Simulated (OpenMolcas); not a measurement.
# Fe³⁺ among point charges: CASSCF levels and susceptibility

How does a field of 6 point charges split the states of Fe³⁺, and what χT follows?

Program: OpenMolcas 26.06. Level of theory: state-averaged CASSCF, spin-orbit coupling by RASSI with atomic mean-field integrals. These are calculated values, not measurements, unless marked.

1 further run of the same task is left out (it didn't finish).

### Step 1. The atom as given

| Item | Value |
| --- | --- |
| Species | Fe³⁺ (iron, Z = 26, 23 electrons) |
| Basis | ANO-RCC-VTZP [6s5p3d2f1g], 59 functions |
| Scalar Hamiltonian | DKH2, point nucleus |
| Inactive shells | 1s 2s 2p 3s 3p |
| Active space | 5 electrons in 5 orbitals (3d) |
| Some configurations of this space | 3d⁵ |
| Orbitals | optimised for each spin and parity, averaged over all roots |

The outer shells:

3d5
```
3d [↑ ][↑ ][↑ ][↑ ][↑ ]
```

The ion sits among 6 point charges of -1.5 e arranged as an octahedron (Oh), 1.56 Å from the ion. The active orbitals were held to one l.

The work runs as a chain of OpenMolcas steps in one folder; each step below is one input file. Labels, J, g values, rates, χT and fits are worked out afterwards by a script from the matrices that RASSI stores. The input lists half of the charges; inversion (Group=XYZ) makes the rest.

### Step 2. One- and two-electron integrals

Input file a.inp:

```
&GATEWAY
Coord
1

Fe 0.0 0.0 0.0
Basis=ANO-RCC-VTZP
Group=XYZ
NoMove
AngMom=0.0 0.0 0.0
AMFI
XField
3 Angstrom 0
1.560000 0.000000 0.000000 -1.500000
0.000000 1.560000 0.000000 -1.500000
0.000000 0.000000 1.560000 -1.500000
&SEWARD
```

Run with:

```
> OMP_NUM_THREADS=1 MOLCAS_MEM=1689 MOLCAS_PROJECT=a pymolcas a.inp > a.log
```

### Step 3. Reference wave functions, sextets of even parity, 1 root

Input file a.inp:

```
&RASSCF
FileOrb=start.orb
Symmetry=1
Spin=6
nActEl=5 0 0
Inactive=3 6
Ras2=5 0
CIRoot=1 1 1
SDav=1
CIMx=300
Iter=120 100
PrWF=0.3
OrbListing=Nothing
MaxOrb=0
SupSym
1
15 4 5 6 7 8 12 13 14 15 16 17 18 19 20 21
0
>>> COPY $Project.JobIph JOB001
```

start.orb holds the contracted functions of the basis, ordered by shell, or the orbitals of the step before.

### Step 4. Reference wave functions, quartets of even parity, 24 roots

Input file a.inp:

```
&RASSCF
FileOrb=start.orb
Symmetry=1
Spin=4
nActEl=5 0 0
Inactive=3 6
Ras2=5 0
CIRoot=24 24 1
SDav=24
CIMx=300
Iter=120 100
PrWF=0.3
OrbListing=Nothing
MaxOrb=0
SupSym
1
15 4 5 6 7 8 12 13 14 15 16 17 18 19 20 21
0
>>> COPY $Project.JobIph JOB002
```

### Step 5. Reference wave functions, doublets of even parity, 75 roots

Input file a.inp:

```
&RASSCF
FileOrb=start.orb
Symmetry=1
Spin=2
nActEl=5 0 0
Inactive=3 6
Ras2=5 0
CIRoot=75 75 1
SDav=75
CIMx=300
Iter=120 100
PrWF=0.3
OrbListing=Nothing
MaxOrb=0
SupSym
1
15 4 5 6 7 8 12 13 14 15 16 17 18 19 20 21
0
>>> COPY $Project.JobIph JOB003
```

### Step 6. State interaction with spin-orbit coupling

Input file a.inp:

```
&RASSI
NrOfJobIphs=3 1 24 75
1
1 2 3 4 5 6 7 8 9 10 11 12 13 14 15 16 17 18 19 20 21 22 23 24
1 2 3 4 5 6 7 8 9 10 11 12 13 14 15 16 17 18 19 20 21 22 23 24 25 26 27
28 29 30 31 32 33 34 35 36 37 38 39 40 41 42 43 44 45 46 47 48 49 50 51
52 53 54 55 56 57 58 59 60 61 62 63 64 65 66 67 68 69 70 71 72 73 74 75
IphNames
JOB001
JOB002
JOB003
EJob
SpinOrbit
DIPRint=1.0
SOCoupling=1000.0
Subsets=2
Property=9
'ANGMOM' 1 'ANGMOM' 2 'ANGMOM' 3 'MLTPL  1' 1 'MLTPL  1' 2 'MLTPL  1' 3
'AMFI' 1 'AMFI' 2 'AMFI' 3
SOProperty=3
'ANGMOM' 1 'ANGMOM' 2 'ANGMOM' 3
```

**Question.** What will these runs give? Wanted: spin-free ground state; lowest level; next level.

The runs gave:

```
                 quantity                            value
                   method                           CASSCF
   spin-free ground state  6A1, 1-fold in its orbital part
             lowest level                           6-fold
               next level                     32263.8 cm⁻¹
              χT at 300 K                   4.39 cm³ K/mol
effective moment at 300 K                          5.92 μB
```

**Reading.** The spin-free ground state (6A1) comes to 100 % from free-ion S terms and keeps the highest spin of the shell. χT at 300 K is 4.39, against 4.39 cm³ K/mol for the spin alone, as a half-filled shell (L = 0) has no orbital moment. An active space of the d shell alone favours high spin; real ions in strong fields can be low spin. A ligand-field fit to the states below 45000 cm-1 gives 10Dq = 7652 cm-1, B = 1244 cm-1 and C = 4921 cm-1 (C/B = 3.96), with a deviation of 63 cm-1. The field of point charges can differ much from that of real complexes. With metal d orbitals alone active, the gaps between spin states are rough; where two lie within a few thousand cm-1, their order is open. Point charges carry no covalency, so the field is a model and not that of real ligands.
